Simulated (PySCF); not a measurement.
# La(NO2)3: other functionals and bases at one geometry

One table from this session's results is given with a row withheld; the runs are named, their logs left out.

Program: PySCF 2.14.0. Level of theory: several levels, as the steps say, no spin–orbit coupling. These are calculated values, not measurements.

3 further runs of the same task are left out: 2 for a known fault of the program, 1 that didn't finish.

### The system as given

10 atoms, charge 0, spin multiplicity 1.

Bond lengths: La1–O2 2.492 Å, La1–O3 2.492 Å, La1–N4 2.965 Å, La1–O5 2.492 Å, La1–O6 2.492 Å, La1–N7 2.965 Å, La1–O8 2.492 Å, La1–O9 2.492 Å, La1–N10 2.965 Å, O2–N4 1.277 Å, O3–N4 1.277 Å, O5–N7 1.277 Å, O6–N7 1.277 Å, O8–N10 1.277 Å, O9–N10 1.277 Å. Angles: O2–La1–O3 50.4°, O2–La1–N4 25.2°, O2–La1–O5 103.2°, O2–La1–O6 126.2°, O2–La1–N7 116.9°, O2–La1–O8 103.2°, O2–La1–O9 126.2°, O2–La1–N10 116.9°, O3–La1–N4 25.2°, O3–La1–O5 126.2°, O3–La1–O6 103.2°, O3–La1–N7 116.9°, O3–La1–O8 126.2°, O3–La1–O9 103.2°, O3–La1–N10 116.9°, N4–La1–O5 116.9°, N4–La1–O6 116.9°, N4–La1–N7 120.0° and more.

As a file:

```xyz
10
LaN3O6
La    0.00000    0.00000    0.00000
O     2.25443   -0.00001    1.06135
O     2.25443   -0.00001   -1.06135
N     2.96485   -0.00001    0.00000
O    -1.12721    1.95240    1.06135
O    -1.12721    1.95240   -1.06135
N    -1.48241    2.56765    0.00000
O    -1.12723   -1.95239    1.06135
O    -1.12723   -1.95239   -1.06135
N    -1.48244   -2.56763    0.00000
```

Formal oxidation states: La +3. The 4f shell is empty and lies in the core potential. An earlier session relaxed this geometry at TPSS, La lcecp-1-SVP with ECP46, O def2-SVP, N def2-SVP (singlet, point group D3h).

At TPSS on the finer grid: E = -646.788895 Eh, HOMO -7.05 eV, LUMO -4.09 eV, Mulliken charge on La1 +1.27 e, largest force component 0.013 eV/Å. The large-core potential holds the 4f shell empty.

Levels to run: PBE0; r2SCAN; B3LYP; HF; TPSS, TZVP. Hardware: 4 threads of Arm Neoverse V2, shared host.

The first run:

run.py (the lines that set the calculation) reads:

```python
mol = gto.M(atom='''
La     0.00000     0.00000     0.00000
O      2.25443    -0.00001     1.06135
O      2.25443    -0.00001    -1.06135
N      2.96485    -0.00001     0.00000
O     -1.12721     1.95240     1.06135
O     -1.12721     1.95240    -1.06135
N     -1.48241     2.56765     0.00000
O     -1.12723    -1.95239     1.06135
O     -1.12723    -1.95239    -1.06135
N     -1.48244    -2.56763     0.00000''',
    basis={'La': 'lcecp-1-SVP', 'O': 'def2-SVP', 'N': 'def2-SVP'},
    ecp={'La': 'lcecp-1-SVP'},
    charge=0, spin=0)
mf = dft.RKS(mol, xc='PBE0')
mf.grids.atom_grid = (75, 302)  # f atoms: unpruned, at least (60, 302)
mf = mf.density_fit()  # fitting sets: La AutoAux, O def2-universal-JKFIT, N def2-universal-JKFIT
mf.conv_tol = 1e-08; mf.max_cycle = 55
mf.kernel(dm0)  # dm0: the density of the relaxed state
```

Started as:

```
OMP_NUM_THREADS=4 python run.py
```

Steps of the session up to this table: PBE0; r2SCAN; B3LYP; HF; TPSS, TZVP.

One of the session's tables, all rows but one given; the rest of the session is left out.

| level | HOMO (eV) | gap (eV) | charge on La1 (e) | largest force component (eV/Å) |
| --- | --- | --- | --- | --- |
| TPSS (relaxed here) | -7.05 | 2.96 | 1.27 | 0.01 |
| PBE0 | -8.63 | 5.41 | 1.40 | 1.62 |
| r2SCAN | ? | ? | ? | ? |
| B3LYP | -8.31 | 4.86 | 1.32 | 0.88 |
| HF | -13.03 | 13.81 | 1.90 | 3.79 |
| TPSS, TZVP | -7.07 | 3.03 | 1.55 | 0.18 |

Estimate the missing values for r2SCAN.

**Answer.** HOMO (eV): -7.30; gap (eV): 3.13; charge on La1 (e): 1.37; largest force component (eV/Å): 0.69. In the column «HOMO (eV)» it lies between B3LYP (-8.31) and TPSS, TZVP (-7.07).

In one basis the HOMO–LUMO gap runs from 2.96 eV (TPSS) to 13.81 eV (HF). The largest leftover force, 3.79 eV/Å with HF, stands at a geometry relaxed at another level. With 4f in the core, its levels are missing from HOMO and gap, and its count is fixed, so no charge can pass from the ligands into it. Total energies of different levels can't be compared.
